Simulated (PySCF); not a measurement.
**Hg3: other functionals and bases at one geometry**

Aim: see how levels, charges and forces of Hg3 depend on the level of theory. The species was built from a template and needn't be a known compound.

Method: several levels, as the steps say, no spin–orbit coupling; program: PySCF 2.14.0.

3 further runs of the same task are left out: 1 for a known fault of the program, 2 that didn't finish.

### Step 1. The starting structure

3 atoms, charge 0, spin multiplicity 1.

No contacts short enough for the rule that draws bonds.

Coordinates:

```xyz
3
charge 0, multiplicity 1
Hg    2.17685   -0.00002    0.00000
Hg   -1.08841    1.88521    0.00000
Hg   -1.08844   -1.88520    0.00000
```

An earlier session relaxed this geometry at PBE0, Hg def2-SVP with ECP60 (singlet, point group D3h).

At PBE0 on the finer grid: E = -460.532685 Eh, HOMO -7.15 eV, LUMO -0.95 eV, Mulliken charge on Hg1 +0.00 e, largest force component 0.012 eV/Å. 

Levels to run: BP86; M06-L; CAM-B3LYP; PBE; PBE0, TZVP; PBE0, x2c-SVP. Hardware: 2 threads of Arm Neoverse V2, shared host.

### Step 2. BP86

File run.py (the lines that set the calculation):

```python
mol = gto.M(atom='''
Hg     2.17685    -0.00002     0.00000
Hg    -1.08841     1.88521     0.00000
Hg    -1.08844    -1.88520     0.00000''',
    basis={'Hg': 'def2-SVP'},
    ecp={'Hg': 'def2-SVP'},
    charge=0, spin=0)
mf = dft.RKS(mol, xc='B88,P86')
mf.grids.atom_grid = (75, 302)
mf = mf.density_fit()  # fitting sets: Hg def2-universal-JKFIT
mf.conv_tol = 1e-08; mf.max_cycle = 55
mf.kernel(dm0)  # dm0: the density of the relaxed state
```

On the command line:

```console
$ OMP_NUM_THREADS=2 python run.py
```

### Step 3. M06-L

Changes to run.py (the lines that set the calculation) since step 2:

```diff
@@ -7,3 +7,3 @@
     charge=0, spin=0)
-mf = dft.RKS(mol, xc='B88,P86')
+mf = dft.RKS(mol, xc='M06L')
 mf.grids.atom_grid = (75, 302)
```

### Step 4. CAM-B3LYP

Changes to run.py (the lines that set the calculation) since step 3:

```diff
@@ -7,3 +7,3 @@
     charge=0, spin=0)
-mf = dft.RKS(mol, xc='M06L')
+mf = dft.RKS(mol, xc='CAMB3LYP')
 mf.grids.atom_grid = (75, 302)
```

### Step 5. PBE

Changes to run.py (the lines that set the calculation) since step 4:

```diff
@@ -7,3 +7,3 @@
     charge=0, spin=0)
-mf = dft.RKS(mol, xc='CAMB3LYP')
+mf = dft.RKS(mol, xc='PBE')
 mf.grids.atom_grid = (75, 302)
```

### Step 6. PBE0, TZVP

Basis: Hg def2-TZVP with ECP60. 

File run.py (the lines that set the calculation):

```python
mol = gto.M(atom='''
Hg     2.17685    -0.00002     0.00000
Hg    -1.08841     1.88521     0.00000
Hg    -1.08844    -1.88520     0.00000''',
    basis={'Hg': 'def2-TZVP'},
    ecp={'Hg': 'def2-TZVP'},
    charge=0, spin=0)
mf = dft.RKS(mol, xc='PBE0')
mf.grids.atom_grid = (75, 302)
mf = mf.density_fit()  # fitting sets: Hg def2-universal-JKFIT
mf.conv_tol = 1e-08; mf.max_cycle = 55
mf.kernel(dm0)  # dm0: free metal ions and neutral atoms
```

### Step 7. PBE0, x2c-SVP

Basis: Hg x2c-SVPall. All electrons are treated, with the spin-free X2C Hamiltonian.

File run.py (the lines that set the calculation):

```python
mol = gto.M(atom='''
Hg     2.17685    -0.00002     0.00000
Hg    -1.08841     1.88521     0.00000
Hg    -1.08844    -1.88520     0.00000''',
    basis={'Hg': 'x2c-SVPall'},
    nucmod='G',
    charge=0, spin=0)
mf = dft.RKS(mol, xc='PBE0')
mf.grids.atom_grid = (99, 590)
mf = mf.density_fit()  # fitting sets: Hg AutoAux
mf = mf.sfx2c1e()
mf.conv_tol = 1e-08; mf.max_cycle = 55
mf.kernel(dm0)  # dm0: free metal ions and neutral atoms
```

**Question.** What will these runs give? Wanted: for each run, HOMO; gap; charge on Hg1; dipole; largest force.

As calculated:

| level | state | HOMO (eV) | gap (eV) | charge on Hg1 (e) | dipole (D) | largest force (eV/Å) | basis functions | time |
| --- | --- | --- | --- | --- | --- | --- | --- | --- |
| PBE0 (relaxed here) | singlet | -7.15 | 6.19 | 0.00 | 0.00 | 0.01 | 96 | 7.6 s |
| BP86 | singlet | -6.61 | 4.96 | 0.00 | 0.00 | 0.01 | 96 | 2.6 s |
| M06-L | singlet | -6.22 | 5.10 | 0.00 | 0.01 | 0.07 | 96 | 3.2 s |
| CAM-B3LYP | singlet | -8.32 | 8.10 | 0.00 | 0.00 | 0.05 | 96 | 3.9 s |
| PBE | singlet | -6.44 | 4.90 | 0.00 | 0.00 | 0.01 | 96 | 2.6 s |
| PBE0, TZVP | singlet | -7.15 | 5.96 | 0.00 | 0.00 | 0.02 | 129 | 4.6 s |
| PBE0, x2c-SVP | singlet | -7.18 | 6.07 | 0.00 | 0.00 | 0.04 | 207 | 72 s |

Times are on 2 threads of Arm Neoverse V2, shared host; the first row also made further properties.

In one basis the HOMO–LUMO gap runs from 4.90 eV (PBE) to 8.10 eV (CAM-B3LYP). The largest leftover force, 0.07 eV/Å with M06-L, stands at a geometry relaxed at another level. Total energies of different levels can't be compared. Spin–orbit coupling is left out throughout.
